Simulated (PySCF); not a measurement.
# C2H6Cl2SSi: the cost of one run

Computed with PySCF 2.14.0, with density-fitted response routines of our own, on a single molecule in the gas phase. Atoms count from 0, in the outputs and in this text.

## 1. Starting geometry

12 atoms, charge 0, multiplicity 1; geometry from: GFN2-xTB. The atoms were then displaced at random by about 0.01 Å, so the start is not that level's minimum.

Bonds of the start (Å): C0–S1 1.85, S1–Si2 2.13, Si2–C3 1.86, C3–Cl4 1.79, C3–Cl5 1.80, C0–H6 1.07, C0–H7 1.08, C0–H8 1.12, Si2–H9 1.47, Si2–H10 1.46, C3–H11 1.08.

## 2. Relaxing the molecule at PBE0-D3(BJ)/def2-SVP

Job settings and geometry (Å):

```
{"job": {"xc": "PBE0", "basis": "def2-SVP", "d3": "d3bj", "grid": 1, "shake": 0.01, "kind": "geom"}, "charge": 0, "multiplicity": 1}
C      2.476360    -0.219340     0.077820
S      0.864570    -0.476590    -0.782820
Si    -0.478720     0.256820     0.704790
C     -2.179290     0.028630    -0.018370
Cl    -2.680090    -1.687760     0.122430
Cl    -3.357110     1.039490     0.891610
H      2.528300    -0.842200     0.942270
H      3.254950    -0.436570    -0.638680
H      2.532530     0.852260     0.386800
H     -0.372510    -0.518450     1.953890
H     -0.234050     1.681580     0.938220
H     -2.315260     0.293850    -1.057550
```

Run with:

```console
$ OMP_NUM_THREADS=1 python probes_run.py task.json out
```

The driver reads the jobs from task.json and runs them one after another.

**Question.** How long does this first job take on 1 thread of Arm Neoverse N1, shared host, and how much memory does it need?

About 2.6 min, with a peak of 0.55 GiB.
